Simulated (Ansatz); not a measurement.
**AsF3 (arsenic trifluoride): r2SCAN/cc-pVDZ**

Aim: the electronic atomisation energy of AsF3 (arsenic trifluoride) at r2SCAN/cc-pVDZ, from 3 runs. 

The results are computed with Ansatz 0.2.0.

33 further runs of the same task are left out: 3 that didn't finish, 30 set aside as unsound or not needed.

## (1) Starting point

The species is AsF3 (4 atoms), meant as a singlet with charge 0. As SMILES, `F[As](F)F`. The shape is that of a PBE0-D4/def2-TZVP optimisation.

Bond lengths: F1–As2 1.715 Å, As2–F3 1.715 Å, As2–F4 1.715 Å. Angles: F1–As2–F3 95.9°, F1–As2–F4 95.9°, F3–As2–F4 95.9°.

## (2) The energy at r2SCAN/cc-pVDZ

input.yaml reads:

```yaml
crystal:
  periodic: [false, false, false]
  atoms:
    - symbol: F
      position_ang: [-0.445870, 0.395590, 1.362650]
    - symbol: As
      position_ang: [-0.461950, -0.457240, -0.125630]
    - symbol: F
      position_ang: [1.203970, -0.865930, -0.112740]
    - symbol: F
      position_ang: [-0.296160, 0.927580, -1.124280]
basis:
  gaussian:
    orbitals: cc-pVDZ
hamiltonian:
  xc: {name: r2SCAN}
accuracy: high
output:
  orbitals: {seedname: orbitals}
```

Started as:

```
ansatz run input.yaml --threads 1 --pin off --max-ram 3480MiB --events-out events.jsonl --progress --plain --runs-dir runs
```

The program printed:

```text
Warning: RAYON_NUM_THREADS=1 ignored (pool sized by the plan → 1); use --threads N
Functional definition: r2SCAN
  name "r2SCAN"
  parameter k0 = 0.174
  parameter k1 = 0.065
  parameter a1 = 4.9479
  exchange = r2scan_x(k0 = k0, k1 = k1, a1 = a1)
  correlation = r2scan_c
1414 factors; integrals over basis functions are off by at most 4.5e-9 eV
mean field evaluation 1: about -68985.4715 eV, gradient 5.1e1 eV
mean field evaluation 2: about -68971.5028 eV, gradient 1.1e2 eV
mean field evaluation 4: about -68989.5613 eV, gradient 1.0e0 eV
mean field evaluation 8: about -68989.5660 eV, gradient 3.7e-2 eV
mean field evaluation 16: about -68989.5660 eV, gradient 1.2e-6 eV
mean field -68989.56602093 eV, -2535.3197884618 hartree, gradient 1.6e-8 eV, S^2 0.000000; 0 other end points of the search recorded, 0 dependent functions left out
reference -68989.56602134 eV, -2535.3197884768 hartree; 30, 30 occupied and 39, 39 virtual orbitals, 1414 factors
Total energy: -68989.56602134 eV, -2535.3197884768 hartree
```

Run time: 7.5 s. Hardware: 1 thread of Arm Neoverse V2, shared host; peak memory 0.2 GiB.

## (3) The As atom, same level

in.yaml reads:

```yaml
crystal:
  periodic: [false, false, false]
  atoms:
    - {symbol: As, position_ang: [0.000000, 0.000000, 0.000000]}
basis:
  gaussian: {orbitals: cc-pVDZ}
magnetization: {spin_polarized: true, initial_magnetization: 3}
hamiltonian: {xc: {name: r2SCAN}}
accuracy: high
```

Run the same way, it converges to -2235.77236 Eh (log not shown).

## (4) The F atom

in.yaml reads:

```yaml
crystal:
  periodic: [false, false, false]
  atoms:
    - {symbol: F, position_ang: [0.000000, 0.000000, 0.000000]}
basis:
  gaussian:
    orbitals: cc-pVDZ
total_charge: 0
magnetization:
  spin_polarized: true
  initial_magnetization: 1
hamiltonian:
  xc: {name: r2SCAN}
accuracy: high
```

Run the same way, it converges to -99.68613 Eh (log not shown).

## (5) Results

Level: r2SCAN/cc-pVDZ.

```
                     quantity           value
       molecule: total energy  -2535.31979 Eh
        molecule: HOMO energy        -8.50 eV
        molecule: LUMO energy        -1.31 eV
      molecule: HOMO–LUMO gap         7.20 eV
        As atom: total energy  -2235.77236 Eh
                As atom: ⟨S²⟩           3.751
         F atom: total energy    -99.68613 Eh
                 F atom: ⟨S²⟩           0.751
electronic atomisation energy       13.307 eV
```

Taking the molecule apart into free atoms costs 13.31 eV (1284 kJ/mol), before zero-point energy and without spin-orbit coupling.
